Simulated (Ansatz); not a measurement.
# C2H7ClOSSi: a ladder of functionals and wavefunction methods

One table from this session's results is given with a row withheld; the runs are named, their logs left out.

Program: Ansatz 0.2.0, Gaussian basis. Level of theory: functionals in def2-TZVPP, the program's frozen cores in correlated methods. These are calculated values, not measurements.

Plan: PBE-D4, r2SCAN-D4, PBE0-D4, B3LYP-D4, ωB97X-V, ωB97M-V, B2PLYP; CCSD(T)/def2-TZVPP; MP2/def2-QZVPP; extrapolation to the limit.

## Structure used throughout

The geometry comes from an earlier relaxation with PBE0-D4 in a triple-zeta def2 set; it is a stationary point, not always the lowest conformer.

13 atoms, charge 0, spin multiplicity 1.

Atoms are counted from 1 here; the program's logs count them from 0.

Bond lengths: C1–O2 1.413 Å, C1–H7 1.090 Å, C1–H8 1.094 Å, C1–H9 1.095 Å, O2–Si3 1.622 Å, Si3–Cl4 2.064 Å, Si3–S5 2.102 Å, Si3–H10 1.482 Å, S5–C6 1.819 Å, C6–H11 1.089 Å, C6–H12 1.090 Å, C6–H13 1.089 Å. Angles: O2–C1–H7 107.8°, O2–C1–H8 111.0°, O2–C1–H9 111.3°, H7–C1–H8 109.0°, H7–C1–H9 108.7°, H8–C1–H9 108.9°, C1–O2–Si3 125.3°, O2–Si3–Cl4 110.4°, O2–Si3–S5 105.6°, O2–Si3–H10 112.6°, Cl4–Si3–S5 111.8°, Cl4–Si3–H10 104.1°, S5–Si3–H10 112.4°, Si3–S5–C6 97.8°, S5–C6–H11 110.9°, S5–C6–H12 111.4°, S5–C6–H13 106.3°, H11–C6–H12 110.2° and more.

As a file:

```xyz
13
charge 0, multiplicity 1
C     1.5009   -0.5925   -2.2676
O     1.0482   -0.8554   -0.9554
Si   -0.0400    0.0327   -0.1448
Cl    0.5626    2.0047   -0.0550
S    -0.1654   -0.8341    1.7659
C    -1.4203    0.2830    2.4621
H     2.1828   -1.3940   -2.5525
H     2.0341    0.3613   -2.3136
H     0.6685   -0.5692   -2.9787
H    -1.3549    0.0866   -0.8272
H    -1.0263    1.2931    2.5645
H    -2.3249    0.2926    1.8540
H    -1.6653   -0.1088    3.4484
```

The first run:

in.yaml reads:

```yaml
crystal:
  periodic: [false, false, false]
  atoms:
    - {symbol: C, position_ang: [1.500901, -0.592511, -2.267596]}
    - {symbol: O, position_ang: [1.048212, -0.855382, -0.955433]}
    - {symbol: Si, position_ang: [-0.040027, 0.032661, -0.144766]}
    - {symbol: Cl, position_ang: [0.562640, 2.004733, -0.054987]}
    - {symbol: S, position_ang: [-0.165428, -0.834132, 1.765873]}
    - {symbol: C, position_ang: [-1.420344, 0.282990, 2.462112]}
    - {symbol: H, position_ang: [2.182811, -1.394016, -2.552518]}
    - {symbol: H, position_ang: [2.034143, 0.361326, -2.313646]}
    - {symbol: H, position_ang: [0.668505, -0.569213, -2.978704]}
    - {symbol: H, position_ang: [-1.354913, 0.086613, -0.827232]}
    - {symbol: H, position_ang: [-1.026344, 1.293101, 2.564542]}
    - {symbol: H, position_ang: [-2.324909, 0.292602, 1.853967]}
    - {symbol: H, position_ang: [-1.665255, -0.108782, 3.448399]}
basis:
  gaussian: {orbitals: def2-TZVPP}
hamiltonian: {xc: pbe, dispersion: d4}
output: {forces: true, orbitals: {seedname: orbitals}}
```

Run with:

```
ansatz run in.yaml --threads 2 --pin off --events-out ev --progress --plain --max-ram 22528MiB --backend cuda --devices 0, --max-vram 18GiB
```

Steps of the session up to this table: PBE-D4 (GGA); r2SCAN-D4 (meta-GGA); PBE0-D4 (hybrid); B3LYP-D4 (hybrid); ωB97X-V (range-separated); ωB97M-V (range-separated); B2PLYP (double hybrid); CCSD(T) in def2-TZVPP; MP2 in def2-QZVPP.

One of the session's tables, all rows but one given; the rest of the session is left out.

| method | atomisation energy (eV) |
| --- | --- |
| PBE-D4 | 50.134 |
| r2SCAN-D4 | 49.598 |
| PBE0-D4 | 49.433 |
| B3LYP-D4 | ? |
| ωB97X-V | 49.632 |
| ωB97M-V | 49.655 |
| B2PLYP | 48.709 |
| HF/def2-TZVPP | 36.303 |
| MP2/def2-TZVPP | 48.939 |
| CCSD/def2-TZVPP | 47.348 |
| CCSD(T)/def2-TZVPP | 48.082 |
| MP2/CBS | 50.347 |
| CCSD(T)/CBS | 49.489 |

Q: Estimate the row for B3LYP-D4 from the others.

**Answer.** atomisation energy (eV): 49.232. In the column «atomisation energy (eV)» it lies between MP2/def2-TZVPP (48.939) and PBE0-D4 (49.433).
